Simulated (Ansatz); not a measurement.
This script for the Python package of Ansatz (0.2.0) starts 4 runs on BBrH2, SMILES BBr. What input does the engine get in each?

`basis_bbrh2.py`
```python
"""How the energy of BBrH2 converges with the basis."""

from dataclasses import dataclass
import logging
import sys

import ansatz

logging.basicConfig(stream=sys.stdout, format="%(name)s: %(message)s")
logger = logging.getLogger("ansatz_job")
logger.setLevel(logging.INFO)


@dataclass(frozen=True)
class Options:
    functional: str = "b3lyp"


settings = Options()

geometry_ang = [
    ("B", (-0.1374, -0.0102, -0.0834)),
    ("Br", (1.5478, -0.3555, 0.8146)),
    ("H", (-1.1798, -0.5956, 0.1592)),
    ("H", (-0.1751, 0.901, -0.9107)),
]
system = ansatz.Crystal.molecule()
for symbol, xyz in geometry_ang:
    system = system.atom(symbol, xyz)

model = system.calculation().functional(settings.functional).scf(lower_state_search="standard")

energies = {}
for basis in ["def2-SVP", "def2-SVPD", "def2-TZVP", "def2-TZVPP"]:
    data = model.basis(gaussian=basis).run().report
    size = data["n_frozen"] + data["n_occupied"][0] + data["n_virtual"][0]
    energies[basis] = (data["reference_energy_ev"] / 27.211386246, data["free_energy_ev"] / 27.211386246)
    logger.info(f"{basis:14s} {size:4d} orbitals  reference {energies[basis][0]:14.6f} Ha  total {energies[basis][1]:14.6f} Ha")

last = energies["def2-TZVPP"][1]
for basis, (_, total) in energies.items():
    logger.info(f"{basis:14s} lies {27.211386 * (total - last):9.4f} eV above def2-TZVPP")
```

Run 1:
```yaml
crystal:
  periodic: [false, false, false]
  atoms:
    - { symbol: B, position_ang: [-0.1374, -0.0102, -0.0834] }
    - { symbol: Br, position_ang: [1.5478, -0.3555, 0.8146] }
    - { symbol: H, position_ang: [-1.1798, -0.5956, 0.1592] }
    - { symbol: H, position_ang: [-0.1751, 0.901, -0.9107] }
basis:
  gaussian:
    orbitals: def2-SVP
hamiltonian:
  xc: b3lyp
scf:
  lower_state_search: standard
```

Run 2, against run 1:
```diff
-    orbitals: def2-SVP
+    orbitals: def2-SVPD
```

Run 3, against run 1:
```diff
-    orbitals: def2-SVP
+    orbitals: def2-TZVP
```

Run 4, against run 1:
```diff
-    orbitals: def2-SVP
+    orbitals: def2-TZVPP
```

```console
$ python basis_bbrh2.py
ansatz_job: def2-SVP         56 orbitals  reference   -2599.913750 Ha  total   -2599.913750 Ha
ansatz_job: def2-SVPD        77 orbitals  reference   -2599.918715 Ha  total   -2599.918715 Ha
ansatz_job: def2-TZVP        91 orbitals  reference   -2600.256439 Ha  total   -2600.256439 Ha
ansatz_job: def2-TZVPP      107 orbitals  reference   -2600.256862 Ha  total   -2600.256862 Ha
ansatz_job: def2-SVP       lies    9.3365 eV above def2-TZVPP
ansatz_job: def2-SVPD      lies    9.2015 eV above def2-TZVPP
ansatz_job: def2-TZVP      lies    0.0115 eV above def2-TZVPP
ansatz_job: def2-TZVPP     lies    0.0000 eV above def2-TZVPP
```

Against def2-SVP: def2-SVPD -5.0 mHa, def2-TZVP -342.7 mHa and def2-TZVPP -343.1 mHa. The last step alone is -0.42 mHa (these two sets differ little on atoms other than hydrogen). From the first set to the last the time grows from 0.7 to 1.1 s.

What to keep in mind:
- These settings explore the input space; basis and method may be short of convergence.
- The geometry is a force-field or estimated start, not a minimum of this method, and the last set is no limit. Much of the fall in a total is atomic energy, which cancels in bond and reaction energies.
- b3lyp holds the VWN-RPA fit, as in Gaussian; the form of ORCA and Turbomole is b3lyp5.
- Timing: 4.1 s on 1 thread of Intel(R) Xeon(R) Platinum 8488C (Sapphire Rapids), with other jobs on the host, peak memory 0.22 GiB.

(Lines on the test bed's own set-up are left out of the output.)
